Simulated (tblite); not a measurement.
# C2H2F2Se: the cost of one run

Programs: tblite 0.8.0 and PySCF 2.14.0. All values are calculated, for the isolated system unless a continuum is named. Atoms count from 0, parts from 1.

### 1 The system as given

7 atoms, charge 0, multiplicity 1; geometry: rigid parts in contact. Parts: 1 = atoms 0–2, `F[Se]F`, charge 0; 2 = atoms 3–6, `C#C`, charge 0.

### 2 Docking the parts with GFN2-xTB

What the job is given:

```
{"job": {"kind": "dock", "xc": "GFN2-xTB", "basis": "xTB"}, "charge": 0, "multiplicity": 1, "parts": [{"atoms": "0-2", "charge": 0, "multiplicity": 1}, {"atoms": "3-6", "charge": 0, "multiplicity": 1}]}
F     -1.321945    -0.393565     0.005018
Se     0.007006     0.809945    -0.008320
F      1.314939    -0.416381     0.003302
C      1.888776     0.451741     3.418960
C      1.994715     1.063469     2.399433
H      1.795182    -0.085715     4.315622
H      2.088182     1.601397     1.503033
```

Method: GFN2-xTB search for minima from random contacts, gas phase.

Launch:

```console
$ OMP_NUM_THREADS=1 python cluster_run.py task.json out
```

This one command runs all jobs of the session in turn.

**Question.** How long does this first job take on 1 thread of Arm Neoverse V1, shared host?

About 10 s.
